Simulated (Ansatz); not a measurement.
# ZnOs2: the cost of one run

Program: Ansatz 0.2.0. Level of theory: DFT PBE, scalar-relativistic, plane waves, PAW. These are calculated values, not measurements.

### Step 1. The structure to begin with

The structure is cubic, space group Fd-3m (No. 227). The conventional cell has a = 6.899 Å, b = 6.899 Å, c = 6.899 Å, α = 90.00°, β = 90.00°, γ = 90.00°. Zn (site symmetry -43m) is surrounded by 12 Os at 2.86 Å and 4 Zn at 2.99 Å. Around Os (site symmetry -3m) lie 6 Os at 2.44 Å.

Coordinates:

```
Zn Os
1.0
     0.00000    3.44973    3.44973
     3.44973    0.00000    3.44973
     3.44973    3.44973    0.00000
Zn Os
2 4
Direct
  0.00000 0.00000 0.00000
  0.25000 0.25000 0.25000
  0.62500 0.62500 0.62500
  0.12500 0.62500 0.62500
  0.62500 0.62500 0.12500
  0.62500 0.12500 0.62500
```

This is candidate A: cubic Laves (C15) type (Fd-3m, No. 227).

(A quick probe on a coarse mesh, which set the mesh and smearing, is not shown.)

### Step 3. A loose first relaxation (candidate A)

Contents of input.yaml:

```yaml
crystal:
  lattice:
    - [0.0, 3.4497285459, 3.4497285459]
    - [3.4497285459, 0.0, 3.4497285459]
    - [3.4497285459, 3.4497285459, 0.0]
  atoms:
    - { symbol: Zn, position: [0.0, 0.0, 0.0] }
    - { symbol: Zn, position: [0.25, 0.25, 0.25] }
    - { symbol: Os, position: [0.625, 0.625, 0.625] }
    - { symbol: Os, position: [0.125, 0.625, 0.625] }
    - { symbol: Os, position: [0.625, 0.625, 0.125] }
    - { symbol: Os, position: [0.625, 0.125, 0.625] }
basis:
  ecutwfc: 420
kpoints:
  mp_grid: { grid: [4, 4, 4] }
hamiltonian:
  xc: pbe
scf:
  occupations: { method: gaussian, width: 0.1 }
  lower_state_search: "off"
output:
  forces: true
  stress: true
  eigenvalues: true
relax:
  adjacent_minimum: "off"
  f_tol: 0.04
  max_steps: 70
  cell: { stress_tol: 0.4 }
```

The run is started by

```sh
$ ansatz run input.yaml --threads 1 --pin off --max-ram 2560MiB --backend cpu --events-out ev --progress --plain --runs-dir out
```

What time and memory should one allow on 1 thread of Intel Xeon 6975P-C (Granite Rapids), shared host?

About 6.8 s, with a peak of 0.42 GiB.
